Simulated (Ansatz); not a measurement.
# C3H8ClNSi: the cost of one run

All numbers below are computed with Ansatz 0.2.0 (RKS B3LYP-D4/def2-SVP).

### 1 The structure to begin with

Bond lengths: C1–C2 1.347 Å, C2–N3 1.350 Å, C2–C4 1.530 Å, C4–Si5 1.896 Å, Si5–Cl6 2.075 Å, C1–H7 1.039 Å, C1–H8 1.109 Å, N3–H9 1.065 Å, N3–H10 1.035 Å, C4–H11 1.015 Å, C4–H12 1.094 Å, Si5–H13 1.525 Å, Si5–H14 1.482 Å. Angles (14 of 21 angles, heavy atoms first): C1–C2–N3 119.3°, C1–C2–C4 124.6°, N3–C2–C4 115.6°, C2–C4–Si5 113.9°, C4–Si5–Cl6 108.6°, C2–C1–H7 123.6°, C2–C1–H8 116.5°, C2–N3–H9 118.0°, C2–N3–H10 117.4°, C2–C4–H11 112.1°, C2–C4–H12 107.8°, Si5–C4–H11 109.5°, Si5–C4–H12 104.0°, C4–Si5–H13 116.0°.

Coordinates:

```xyz
14

C    -0.2436   -1.9692   -0.4197
C     0.3639   -0.8424   -0.0003
N     1.1425   -0.8817    1.1022
C     0.3922    0.4726   -0.7818
Si   -0.8437    1.7658   -0.1535
Cl   -0.2578    2.3779    1.7404
H    -0.2039   -2.8700    0.0973
H    -0.8619   -1.8871   -1.3367
H     1.2643    0.0170    1.6603
H     0.9859   -1.6592    1.7678
H     1.3220    0.8793   -0.8107
H     0.0584    0.2620   -1.8026
H    -2.2957    1.3108   -0.0530
H    -0.8357    2.9950   -0.9810
```

### 2 End point A

File input.yaml:

```yaml
crystal:
  periodic: [false, false, false]
  atoms:
    - { symbol: C, position_ang: [-0.2436, -1.9692, -0.4197] }
    - { symbol: C, position_ang: [0.3639, -0.8424, -0.0003] }
    - { symbol: "N", position_ang: [1.1425, -0.8817, 1.1022] }
    - { symbol: C, position_ang: [0.3922, 0.4726, -0.7818] }
    - { symbol: Si, position_ang: [-0.8437, 1.7658, -0.1535] }
    - { symbol: Cl, position_ang: [-0.2578, 2.3779, 1.7404] }
    - { symbol: H, position_ang: [-0.2039, -2.87, 0.0973] }
    - { symbol: H, position_ang: [-0.8619, -1.8871, -1.3367] }
    - { symbol: H, position_ang: [1.2643, 0.017, 1.6603] }
    - { symbol: H, position_ang: [0.9859, -1.6592, 1.7678] }
    - { symbol: H, position_ang: [1.322, 0.8793, -0.8107] }
    - { symbol: H, position_ang: [0.0584, 0.262, -1.8026] }
    - { symbol: H, position_ang: [-2.2957, 1.3108, -0.053] }
    - { symbol: H, position_ang: [-0.8357, 2.995, -0.981] }
basis:
  gaussian: { orbitals: def2-SVP }
hamiltonian:
  xc: b3lyp
  dispersion: d4
relax:
  f_tol: 0.015
  max_steps: 40
output:
  orbitals: {}
```

Run with:

```bash
ansatz run input.yaml --threads 2 --pin off --max-ram 3072MiB --backend cpu --events-out ev --progress --plain --runs-dir out
```

**Question.** How long does this run take on 2 threads of AMD EPYC 9R45 (Zen 5), shared host, and how much memory does it need?

About 14 s, with a peak of 0.36 GiB.
